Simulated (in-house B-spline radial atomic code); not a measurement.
# Er⁵⁶⁺: ionisation energy by several methods

How far do functionals differ on the ionisation energy of Er⁵⁶⁺? Each run solves Er⁵⁶⁺ and then the next ion ([Ne] 3s1).

Method: non-relativistic, several functionals, spin-polarised, exact exchange averaged over the configuration; spherical all-electron atom at the radial basis limit. Code: in-house B-spline radial atomic code version 1.

### Step 1. What is computed

| Property | Result |
| --- | --- |
| element | erbium (Z = 68) |
| charge | +56 |
| electrons | 12 |
| configuration | [Ne] 3s2 |
| nucleus | point |

The outer shells:

[Ne] 3s2
```
[Ne] core
3s [↑↓]
```

Where spins are not typed, each open shell is filled with up spins first.

### Step 2. PBE0, a global hybrid

Settings of the run:

```ini
Z = 68
electrons = 12.0
configuration = [Ne] 3s2
hamiltonian = nr
method = pbe0
spin_polarised = True
exact_exchange = averaged over the configuration
```

Launch:

```bash
$ python run_scf.py task.json out
```

The settings of every run stand in task.json; they run in order.

### Step 3. TPSSh, a global hybrid

Changes to the settings of step 2:

```diff
@@ -4,3 +4,3 @@
 hamiltonian = nr
-method = pbe0
+method = tpssh
 spin_polarised = True
```

### Step 4. CAM-B3LYP, a range-separated hybrid

Changes to the settings of step 3:

```diff
@@ -4,3 +4,3 @@
 hamiltonian = nr
-method = tpssh
+method = camb3lyp
 spin_polarised = True
```

**Question.** The tabulated ionisation energy is 5695 ± 5 eV (tabulated theoretical; NIST Atomic Spectra Database). What does each method give, and which comes nearest?

The runs gave:

| method | rung | total energy (hartree) | ΔSCF (eV) | −ε highest (eV) | ΔSCF less tabulated (eV) |
| --- | --- | --- | --- | --- | --- |
| PBE0 | global hybrid | -9064.5652 | 5357.80 | 5323.03 (3s up) | -337.20 |
| TPSSh | global hybrid | -9065.1449 | 5356.51 | 5317.38 (3s up) | -338.49 |
| CAM-B3LYP | range-separated hybrid | -9065.1783 | 5357.65 | 5323.67 (3s up) | -337.35 |

What this shows: Tables give 5695 ± 5 eV (tabulated theoretical; NIST Atomic Spectra Database) for the ionisation energy. PBE0 misses by -337.20 eV, the least, and TPSSh by -338.49 eV (5.9 %), the most. All methods miss on the same side by much the same amount, which points to something that they share. These runs lack relativity altogether, which can outweigh the gaps between the methods, so the nearest may be so by luck. These runs leave out relativity, which matters at this nuclear charge.
